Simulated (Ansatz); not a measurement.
What does this script print? It uses the Python package of Ansatz (0.2.0).

`dfpt_k.py`
```python
'''DFPT phonons of K.'''

from pathlib import Path

import ansatz
import numpy as np

vectors = np.array([
    [0.0, 2.524, 2.524],
    [2.524, 0.0, 2.524],
    [2.524, 2.524, 0.0],
])
structure = ansatz.Lattice.of(vectors).atom('K', (0.0, 0.0, 0.0))

setup = (
    structure.calculation()
    .functional(ansatz.Functional.LDA)
    .scf(tolerance=1e-07)
    .occupations('cold', width=0.1)
    .kpoints(10, 10, 10)
    .phonons('dfpt', points=[(0, 0, 0), (0.5, 0.5, 0.5)])
)
result = setup.run(threads=1, runs_dir='runs')
ph = result.phonons

for q in ph.qpoints:
    print('q =', np.round(q.q_frac, 3), '1/cm:', ' '.join(f'{w:.1f}' for w in q.omega_inv_cm))
```

```console
$ python dfpt_k.py
DeckWarning: basis.ecutwfc = 420 eV, auto-derived from the records' recommended cutoffs: set by K (normal level)
q = [0. 0. 0.] 1/cm: -0.0 -0.0 0.0
q = [0.5 0.5 0.5] 1/cm: 42.4 42.4 185.6
```
(Warnings from the package without file and line.)

What to keep in mind:
- The cell isn't relaxed first, so the values belong to this volume.
- The mesh is modest for a metal, so energies can be off by several to tens of meV an atom and pressures by half a GPa or more; differences at equal mesh fare better.
- This isn't the structure that K takes at ambient conditions.
- The structure is taken as given; imaginary modes can come from an unrelaxed or unstable start. Phonons of metals also depend on mesh and smearing.
- Hardware and time: 11 s on 1 thread of Arm Neoverse V1, on a shared host, peak memory 0.52 GiB.

(Lines on the test bed's own set-up are left out of the output.)
